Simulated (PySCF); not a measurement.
# [Lu(P5)]2+: other functionals and bases at one geometry

One table from this session's results is given with a row withheld; the runs are named, their logs left out.

Program: PySCF 2.14.0. Level of theory: several levels, as the steps say, no spin–orbit coupling. These are calculated values, not measurements.

4 further runs of the same task are left out: 2 for a known fault of the program, 1 that didn't finish, 1 set aside as unsound or not needed.

## Where the work starts

6 atoms, charge 2, spin multiplicity 1.

Bond lengths: Lu1–P2 2.844 Å, Lu1–P3 2.844 Å, Lu1–P4 2.844 Å, Lu1–P5 2.844 Å, Lu1–P6 2.844 Å, P2–P3 2.175 Å, P2–P6 2.175 Å, P3–P4 2.175 Å, P4–P5 2.175 Å, P5–P6 2.175 Å. Angles: P2–Lu1–P3 45.0°, P2–Lu1–P4 76.4°, P2–Lu1–P5 76.4°, P2–Lu1–P6 45.0°, P3–Lu1–P4 45.0°, P3–Lu1–P5 76.4°, P3–Lu1–P6 76.4°, P4–Lu1–P5 45.0°, P4–Lu1–P6 76.4°, P5–Lu1–P6 45.0°, Lu1–P2–P3 67.5°, Lu1–P2–P6 67.5°, P3–P2–P6 108.0°, Lu1–P3–P2 67.5°, Lu1–P3–P4 67.5°, P2–P3–P4 108.0°, Lu1–P4–P3 67.5°, Lu1–P4–P5 67.5° and more.

Coordinates:

| atom | x (Å) | y (Å) | z (Å) |
| --- | --- | --- | --- |
| Lu1 | 0.00000 | 0.00000 | -1.00827 |
| P2 | 1.85016 | 0.00002 | 1.15208 |
| P3 | 0.57171 | 1.75962 | 1.15208 |
| P4 | -1.49683 | 1.08748 | 1.15208 |
| P5 | -1.49680 | -1.08752 | 1.15208 |
| P6 | 0.57175 | -1.75960 | 1.15208 |

Formal oxidation states: Lu +3. Each metal's 14 4f electrons lie in its core potential, so multiplicities, spins and levels count the valence alone. An earlier session relaxed this geometry at TPSS, Lu lcecp-1-SVP with ECP60, P def2-SVP (singlet, point group C5v).

At TPSS on the finer grid: E = -1745.743124 Eh, HOMO -15.24 eV, LUMO -13.93 eV, Mulliken charge on Lu1 +1.28 e, largest force component 0.007 eV/Å. 

Levels to run: CAM-B3LYP; r2SCAN; wB97X; HF; TPSS, TZVP. Hardware: 2 threads of Arm Neoverse V2, shared host.

Set-up of the first run:

Contents of run.py (the lines that set the calculation):

```python
mol = gto.M(atom='''
Lu     0.00000     0.00000    -1.00827
P      1.85016     0.00002     1.15208
P      0.57171     1.75962     1.15208
P     -1.49683     1.08748     1.15208
P     -1.49680    -1.08752     1.15208
P      0.57175    -1.75960     1.15208''',
    basis={'Lu': 'lcecp-1-SVP', 'P': 'def2-SVP'},
    ecp={'Lu': 'lcecp-1-SVP'},
    charge=2, spin=0)
mf = dft.RKS(mol, xc='CAMB3LYP')
mf.grids.atom_grid = (75, 302)  # f atoms: unpruned, at least (60, 302)
mf = mf.density_fit()  # fitting sets: Lu AutoAux, P def2-universal-JKFIT
mf.conv_tol = 1e-08; mf.max_cycle = 55
mf.kernel(dm0)  # dm0: the density of the relaxed state
```

On the command line:

```console
$ OMP_NUM_THREADS=2 python run.py
```

Among the steps run: CAM-B3LYP; r2SCAN; wB97X; HF; TPSS, TZVP.

One of the session's tables, all rows but one given; the rest of the session is left out.

```
              level  HOMO (eV)  gap (eV)  charge on Lu1 (e)  dipole (D)  largest force component (eV/Å)
TPSS (relaxed here)     -15.24      1.31               1.28        2.92                            0.01
          CAM-B3LYP     -17.18      5.04               1.14        3.17                            0.49
             r2SCAN          ?         ?                  ?           ?                               ?
              wB97X     -18.20      6.91               1.24        3.66                            0.89
                 HF     -18.20      8.09               1.45        4.25                            1.49
         TPSS, TZVP     -14.91      1.29               1.50        2.50                            0.37
```

Estimate the missing values for r2SCAN.

As computed: HOMO (eV): -15.40; gap (eV): 1.44; charge on Lu1 (e): 1.33; dipole (D): 3.18; largest force component (eV/Å): 0.23. In the column «HOMO (eV)» it lies between CAM-B3LYP (-17.18) and TPSS (relaxed here) (-15.24).

The dipole of a charged species depends on the origin, so these sizes hold for this origin alone.

In one basis the HOMO–LUMO gap runs from 1.31 eV (TPSS) to 8.09 eV (HF). The largest leftover force, 1.49 eV/Å with HF, stands at a geometry relaxed at another level. With 4f in the core, its levels are missing from HOMO and gap, and its count is fixed, so no charge can pass from the ligands into it. Total energies of different levels can't be compared.
